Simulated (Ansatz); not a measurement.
## MnPt2 in Ansatz: the effect of functional

The system is MnPt2.

```
Pt Mn
1.0
     2.87733    0.00000    0.00000
    -1.43867    2.49185    0.00000
     0.00000    0.00000    6.57577
Pt Mn
2 1
Direct
  0.66667 0.33333 0.31621
  0.33333 0.66667 0.68379
  0.00000 0.00000 0.00000
```

The cell comes from a database or a generator and needn't be the stable form of this composition.

The cell isn't the ideal one: volume scaled by 1.02.

Alike in all runs:

| Item | Value |
| --- | --- |
| Program | Ansatz 0.2.0 |
| Task | single point |
| Potentials or basis | Ansatz PAW |
| k mesh | 11 × 11 × 4 |
| Occupations | fermi-dirac, width 0.05 eV |
| Spin | collinear spin, ferromagnetic start |
| Starting moments | [0.0, 0.0, 4.0] μB |

Task: One run gave: pressure -18.2 GPa; moment 4.40 μB. Which functional did it use?
A. PBEsol
B. LDA
C. r2SCAN

Result: B.

| functional | cutoff | pressure (GPa) | moment (μB) |
| --- | --- | --- | --- |
| LDA | 420 eV (not typed: the program's choice for these potentials) | -18.2 | 4.40 |
| PBEsol | 420 eV (not typed: the program's choice for these potentials) | -12.2 | 4.58 |
| r2SCAN | 500 eV (not typed: the program's choice for these potentials) | -5.9 | 4.82 |

Caveats: the PAW data sets come from PBE, with cores solved anew for the run's functional, which leaves a small shift of forces and pressure; the magnetic or orbital state may not be the lowest (some runs).

Runs at the PBE level aren't shown here.
